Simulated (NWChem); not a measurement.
**One shape, several levels: GaH2ClO2 (SMILES [OH][Ga]([OH])[Cl])**

Wanted: a comparison of 4 runs (HF/def2-SVP, PBE0/def2-SVP, MP2/3-21G, CCSD(T)/6-31G) of GaH2ClO2. 

Program for the calculation: NWChem 7.3.0.

### 1 The structure to begin with

GaH2ClO2: 6 atoms, total charge 0, spin state singlet. SMILES: `[OH][Ga]([OH])[Cl]`. The shape is that of a PBE0-D4/def2-TZVP optimisation. This is one conformer, not always the lowest.

Bond lengths: O1–Ga2 1.772 Å, Ga2–O3 1.766 Å, Ga2–Cl4 2.121 Å, O1–H5 0.960 Å, O3–H6 0.961 Å. Angles: O1–Ga2–O3 119.7°, O1–Ga2–Cl4 121.3°, O3–Ga2–Cl4 119.0°, Ga2–O1–H5 113.7°, Ga2–O3–H6 112.5°.

### 2 Energy and forces at HF/def2-SVP (run 1)

File a.xyz:

```xyz
6

O     -0.318900     1.428400    -0.310500
Ga    -0.083500    -0.317000    -0.112700
O      1.066000    -0.913800     1.087500
Cl    -1.158500    -1.714500    -1.292500
H     -0.962300     1.656200    -0.985700
H      1.499300    -0.203200     1.567700
```

File a.nw:

```
echo
start a
memory stack 880 mb heap 220 mb global 1100 mb
geometry noautosym nocenter noautoz
   load a.xyz
end
basis spherical bse
   O library def2-SVP
   Ga library def2-SVP
   Cl library def2-SVP
   H library def2-SVP
end
scf
   thresh 1e-08
   maxiter 80
end
task scf gradient
```

Launch:

```console
$ nwchem a.nw > a.out
```

What it wrote:

```text
[...]
  functions       =    88
[...]
  wavefunction    = RHF
[...]
         Total SCF energy =  -2533.246460688380
      One-electron energy =  -4254.081121961353
      Two-electron energy =   1356.950826641227
 Nuclear repulsion energy =    363.883834631747
        Time for solution =      8.4s
[...]
                         RHF ENERGY GRADIENTS
    atom               coordinates                        gradient
                 x          y          z           x          y          z
   1 O      -0.602634   2.699285  -0.586760    0.012846   0.005383   0.013782
   2 Ga     -0.157792  -0.599043  -0.212972   -0.006189  -0.003957  -0.006684
   3 O       2.014448  -1.726832   2.055077   -0.003589  -0.019041  -0.004367
   4 Cl     -2.189248  -3.239935  -2.442471    0.003260   0.003032   0.003547
   5 H      -1.818483   3.129764  -1.862703   -0.011581  -0.000441  -0.012291
   6 H       2.833266  -0.383992   2.962523    0.005252   0.015024   0.006013
[...]
```

Run time: 12 s. Hardware: 1 thread of AMD EPYC 9R45 (Zen 5), shared host; peak memory 0.1 GiB.

### 3 Energy and gradient at PBE0/def2-SVP (run 2)

File mol.nw:

```
start mol
title "ClGaH2O2"
memory stack 880 mb heap 220 mb global 1100 mb

geometry noautosym nocenter noautoz
  O       -0.318900       1.428400      -0.310500
  Ga      -0.083500      -0.317000      -0.112700
  O        1.066000      -0.913800       1.087500
  Cl      -1.158500      -1.714500      -1.292500
  H       -0.962300       1.656200      -0.985700
  H        1.499300      -0.203200       1.567700
end

basis spherical bse
  * library def2-SVP
end

dft
  xc pbe0
  grid xfine
  convergence energy 1e-08
  iterations 100
  mulliken
  print medium
end

task dft gradient
```

Launch:

```console
$ nwchem mol.nw > mol.out
```

What it wrote:

```text
[...]
          Wavefunction type:  closed shell.
          No. of atoms     :     6
          No. of electrons :    66
[...]
          Charge           :     0
          Spin multiplicity:     1
[...]
          AO basis - number of functions:    88
[...]
              XC Information
              --------------
                         PBE0 Method XC Functional
                     Hartree-Fock (Exact) Exchange  0.250
          PerdewBurkeErnzerhof Exchange Functional  0.750
            Perdew 1991 LDA Correlation Functional  1.000 local
           PerdewBurkeErnz. Correlation Functional  1.000 non-local
[...]
 d= 0,ls=0.0,diis     1  -2535.6268191689 -2.90D+03  1.80D-02  1.04D+00     1.5
[...]
 d= 0,ls=0.0,diis    10  -2535.7462066781 -7.94D-10  2.60D-07  9.41D-10    11.5
         Total DFT energy =    -2535.746206678131
      One electron energy =    -4253.457593311858
           Coulomb energy =     1474.639127639290
    Exchange-Corr. energy =     -120.811575637310
 Nuclear repulsion energy =      363.883834631746
[...]
      Total Density - Mulliken Population Analysis
     ---------------------------------------------
    Atom       Charge   Shell Charges
 -----------   ------   -------------------------------------------------------
    1 O    8     8.44   1.99  1.08  0.67  2.84  1.86  0.01
    2 Ga  31    30.29   2.00  2.00  1.99  0.84 -0.03  6.00  5.98  0.86  0.32  8.07  1.84  0.41
    3 O    8     8.43   1.99  1.08  0.67  2.84  1.85  0.01
    4 Cl  17    17.24   2.00  1.99  1.26  0.69  5.93  2.13  3.23  0.01
    5 H    1     0.80   0.68  0.05  0.07
    6 H    1     0.80   0.68  0.05  0.07
[...]
  wavefunction    = closed shell
                         DFT ENERGY GRADIENTS
    atom               coordinates                        gradient
                 x          y          z           x          y          z
   1 O      -0.602634   2.699285  -0.586760   -0.002056   0.000977  -0.002144
   2 Ga     -0.157792  -0.599043  -0.212972   -0.001624  -0.002002  -0.001788
   3 O       2.014448  -1.726832   2.055077    0.001312   0.002186   0.001455
   4 Cl     -2.189248  -3.239935  -2.442471    0.001655   0.002114   0.001819
   5 H      -1.818483   3.129764  -1.862703    0.002235  -0.001107   0.002333
   6 H       2.833266  -0.383992   2.962523   -0.001522  -0.002167  -0.001675
[...]
```

Wall time 16 s (1 thread of AMD EPYC 9R45 (Zen 5), shared host); peak memory 0.14 GiB.

### 4 Energy and gradient at MP2/3-21G (run 3)

File clgah2o2.nw:

```
start clgah2o2
title "ClGaH2O2"
memory stack 880 mb heap 220 mb global 1100 mb
geometry units atomic noautosym nocenter noautoz
  O   -0.60263366   2.69928480  -0.58675996
  Ga  -0.15779213  -0.59904318  -0.21297213
  O    2.01444805  -1.72683173   2.05507716
  Cl  -2.18924772  -3.23993544  -2.44247102
  H   -1.81848345   3.12976441  -1.86270304
  H    2.83326638  -0.38399235   2.96252365
end
basis "ao basis" spherical bse
  * library 3-21G
end
scf
  nopen 0
  rhf
  thresh 1e-08
  maxiter 80
end
mp2
  freeze core 16
  tight
end
task mp2 gradient
```

Launch:

```console
$ nwchem clgah2o2.nw > clgah2o2.out
```

What it wrote:

```text
[...]
  functions       =    57
[...]
  wavefunction    = RHF
[...]
         Total SCF energy =  -2521.347529778217
      One-electron energy =  -4239.616781286370
      Two-electron energy =   1354.385443358827
 Nuclear repulsion energy =    363.883808149325
        Time for solution =      1.7s
[...]
          Total MP2 energy         -2521.668682873589
[...]
                         mp2 ENERGY GRADIENTS
    atom               coordinates                        gradient
                 x          y          z           x          y          z
   1 O      -0.602634   2.699285  -0.586760   -0.017336   0.027044  -0.017568
   2 Ga     -0.157792  -0.599043  -0.212972   -0.027012  -0.028794  -0.029472
   3 O       2.014448  -1.726832   2.055077    0.023375   0.008170   0.025009
   4 Cl     -2.189248  -3.239935  -2.442471    0.019025   0.024980   0.020891
   5 H      -1.818483   3.129764  -1.862703    0.018000  -0.014797   0.018638
   6 H       2.833266  -0.383992   2.962524   -0.016051  -0.016604  -0.017498
[...]
```

Run time: 5.7 s. Hardware: 1 thread of AMD EPYC 9R45 (Zen 5), shared host; peak memory 0.14 GiB.

### 5 The energy at CCSD(T)/6-31G (run 4)

File test.xyz:

```xyz
6

O     -0.318900     1.428400    -0.310500
Ga    -0.083500    -0.317000    -0.112700
O      1.066000    -0.913800     1.087500
Cl    -1.158500    -1.714500    -1.292500
H     -0.962300     1.656200    -0.985700
H      1.499300    -0.203200     1.567700
```

File test.nw:

```
start test
memory total 2200 mb

geometry units angstrom noautosym nocenter noautoz
 load format xyz test.xyz
end

basis spherical bse
 * library 6-31G
end

scf
 thresh 1e-08
 maxiter 80
 print medium
end

ccsd
 freeze core 16
 maxiter 60
end

task ccsd(t) energy
```

Launch:

```console
$ nwchem test.nw > test.out
```

What it wrote:

```text
[...]
  functions       =    62
[...]
  wavefunction    = RHF
[...]
         Total SCF energy =  -2533.339784443484
      One-electron energy =  -4252.590110230914
      Two-electron energy =   1355.366491155683
 Nuclear repulsion energy =    363.883834631747
        Time for solution =      9.2s
[...]
 Total MP2 energy:          -2533.836892620161507
[...]
             energy      energy      error      ampl     ampl      Block
                                                time     time      time
[...]
 Total CCSD energy:          -2533.830444349151094
[...]
 Total CCSD+T(CCSD) energy:          -2533.840736672985713
[...]
 Total CCSD(T) energy:               -2533.838856272441717
[...]
```

Wall time 37 s (1 thread of AMD EPYC 9R45 (Zen 5), shared host); peak memory 0.17 GiB.

### 6 The series

```tsv
run	level	iteration cap	module	energy (Eh)	dipole moment (D)	HOMO energy (eV)	LUMO energy (eV)	wall time
1	HF/def2-SVP	80	scf	-2533.246461	1.77	-12.63	2.27	12 s
2	PBE0/def2-SVP	100	dft	-2535.746207	1.73	-8.97	-0.99	16 s
3	MP2/3-21G	80	mp2	-2521.668683	2.77	-12.68	2.00	5.7 s
4	CCSD(T)/6-31G	80	ccsd(t)	-2533.838856	–	-12.95	1.36	37 s
```

### 7 Outcome

| quantity | value |
| --- | --- |
| run 4: total energy | -2533.83886 Eh |
| run 4: HOMO energy (Hartree–Fock orbitals) | -12.95 eV |
| run 4: LUMO energy (Hartree–Fock orbitals) | 1.36 eV |
| run 4: HOMO–LUMO gap (Hartree–Fock orbitals) | 14.30 eV |
| run 4: correlation energy (16 core orbitals frozen) | -499.1 mEh |
| run 4: (T) correction | -8.41 mEh |

In words: Over runs 1, 2, 3 the dipole moment (its size) runs from 1.73 D (PBE0/def2-SVP) to 2.77 D (MP2/3-21G). The two ends differ in method and basis. All runs together took 71 s, the longest 37 s.
